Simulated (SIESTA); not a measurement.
The system is HPbNO4.

```xyz
14
Lattice="4.1204 -0.0008 -0.0112 0.0040 6.4272 0.0536 0.0279 3.2071 7.7499" Properties=species:S:1:pos:R:3 pbc="T T T"
H     3.7380    2.9684    3.7875
H     1.6795    6.6644    4.0009
Pb    1.6467    4.2515    5.4933
Pb    3.6983    5.3813    2.2951
N     2.6193    1.9491    1.6102
N     0.5769    7.6848    6.1852
O     3.7590    3.8553    4.2210
O     2.2235    3.1363    1.5259
O     2.2071    1.0645    0.8217
O     3.4590    1.6183    2.5274
O     1.6973    5.7776    3.5672
O     0.1804    6.4980    6.2725
O     0.1698    8.5703    6.9754
O     1.4117    8.0143    5.2631
```

The cell was built by a generator and needn't be a form met in nature.

Program: SIESTA 5.4.2. Alike in all runs: task band structure; cell as given; k mesh 7 × 5 × 4; smearing fermi-dirac 0.05 eV; grid cutoff 800 Ry; energy shift 0.003 Ry.

Order these runs on this cell by their pressure, lowest first.
A. level BLYP; potentials or basis PseudoDojo 0.4 standard (PBE files), DZP (energy shift 0.003 Ry; two zetas on semicore shells); spin off
B. level LDA; potentials or basis PseudoDojo 0.4 standard (LDA files), DZP (energy shift 0.003 Ry; two zetas on semicore shells); spin off
C. level PBE; potentials or basis PseudoDojo 0.4 standard (PBE files, fully relativistic), DZP (energy shift 0.003 Ry; two zetas on semicore shells); spin non-collinear, zero start, SOC
D. level PBEsol; potentials or basis PseudoDojo 0.4 standard (PBEsol files), DZP (energy shift 0.003 Ry; two zetas on semicore shells); spin off

B (-2.8 GPa), D (0.1 GPa), C (2.7 GPa), A (6.0 GPa).

Caveats: the basis of atomic orbitals isn't converged, which shifts pressures, moduli and gaps; the potentials were made for another functional, which shifts forces and pressure (some runs).
